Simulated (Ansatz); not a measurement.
# CH₉N₃Si: one species, many methods

An exercise on one series of results from a longer session: the logs are not shown, and one member is left open.

The runs use Ansatz 0.2.0, Gaussian basis; functionals in def2-TZVPP, the program's frozen cores in correlated methods.

The runs, in order: PBE-D4, r2SCAN-D4, PBE0-D4, B3LYP-D4, ωB97X-V, ωB97M-V, B2PLYP; CCSD(T)/def2-TZVPP; MP2/def2-QZVPP; extrapolation to the limit.

## The geometry

An earlier PBE0-D4 in a triple-zeta def2 set relaxation fixed the geometry.

14 atoms, charge 0, spin multiplicity 1.

Atoms are counted from 1 here; the program's logs count them from 0.

Bond lengths: N1–C2 1.472 Å, N1–H6 1.014 Å, N1–H7 1.014 Å, C2–Si3 1.883 Å, C2–H8 1.095 Å, C2–H9 1.098 Å, Si3–N4 1.721 Å, Si3–N5 1.714 Å, Si3–H10 1.497 Å, N4–H11 1.008 Å, N4–H12 1.007 Å, N5–H13 1.005 Å, N5–H14 1.006 Å. Angles: C2–N1–H6 109.5°, C2–N1–H7 109.4°, H6–N1–H7 105.8°, N1–C2–Si3 114.3°, N1–C2–H8 108.5°, N1–C2–H9 108.6°, Si3–C2–H8 109.8°, Si3–C2–H9 110.4°, H8–C2–H9 104.8°, C2–Si3–N4 104.8°, C2–Si3–N5 115.8°, C2–Si3–H10 109.6°, N4–Si3–N5 106.0°, N4–Si3–H10 116.8°, N5–Si3–H10 104.3°, Si3–N4–H11 119.4°, Si3–N4–H12 120.2°, H11–N4–H12 110.9° and more.

Set-up of the first run:

in.yaml

```yaml
crystal:
  periodic: [false, false, false]
  atoms:
    - {symbol: N, position_ang: [0.269203, -0.983440, 1.758880]}
    - {symbol: C, position_ang: [0.891540, 0.160405, 1.073536]}
    - {symbol: Si, position_ang: [0.101660, 0.595240, -0.579371]}
    - {symbol: N, position_ang: [0.374475, -0.782601, -1.574550]}
    - {symbol: N, position_ang: [-1.595536, 0.829896, -0.554672]}
    - {symbol: H, position_ang: [0.194737, -1.764108, 1.115428]}
    - {symbol: H, position_ang: [-0.682258, -0.745172, 2.015073]}
    - {symbol: H, position_ang: [0.855065, 1.027274, 1.741818]}
    - {symbol: H, position_ang: [1.961137, -0.048678, 0.944047]}
    - {symbol: H, position_ang: [0.647236, 1.900643, -1.068910]}
    - {symbol: H, position_ang: [-0.069931, -0.836276, -2.477249]}
    - {symbol: H, position_ang: [1.280064, -1.223727, -1.592110]}
    - {symbol: H, position_ang: [-1.999703, 1.745069, -0.458712]}
    - {symbol: H, position_ang: [-2.240489, 0.096378, -0.314606]}
basis:
  gaussian: {orbitals: def2-TZVPP}
hamiltonian: {xc: pbe, dispersion: d4}
output: {forces: true, orbitals: {seedname: orbitals}}
```

The run is started by

```
> ansatz run in.yaml --threads 4 --pin off --events-out ev --progress --plain --max-ram 10444MiB
```

Among the steps run: PBE-D4 (GGA); r2SCAN-D4 (meta-GGA); PBE0-D4 (hybrid); B3LYP-D4 (hybrid); ωB97X-V (range-separated); ωB97M-V (range-separated); B2PLYP (double hybrid); CCSD(T) in def2-TZVPP; MP2 in def2-QZVPP.

One of the session's tables, all rows but one given; the rest of the session is left out.

| method | atomisation energy (kJ/mol) |
| --- | --- |
| PBE-D4 | 5032.8 |
| r2SCAN-D4 | 4919.3 |
| PBE0-D4 | 4938.4 |
| B3LYP-D4 | 4975.6 |
| ωB97X-V | 4978.1 |
| ωB97M-V | 4978.3 |
| B2PLYP | 4898.8 |
| HF/def2-TZVPP | 3415.0 |
| MP2/def2-TZVPP | 4834.3 |
| CCSD/def2-TZVPP | 4723.9 |
| CCSD(T)/def2-TZVPP | ? |
| MP2/CBS | 4995.3 |
| CCSD(T)/CBS | 4954.4 |

**Question.** Estimate the row for CCSD(T)/def2-TZVPP.

**Answer.** atomisation energy (kJ/mol): 4793.3. In the column «atomisation energy (kJ/mol)» it lies between CCSD/def2-TZVPP (4723.9) and MP2/def2-TZVPP (4834.3).
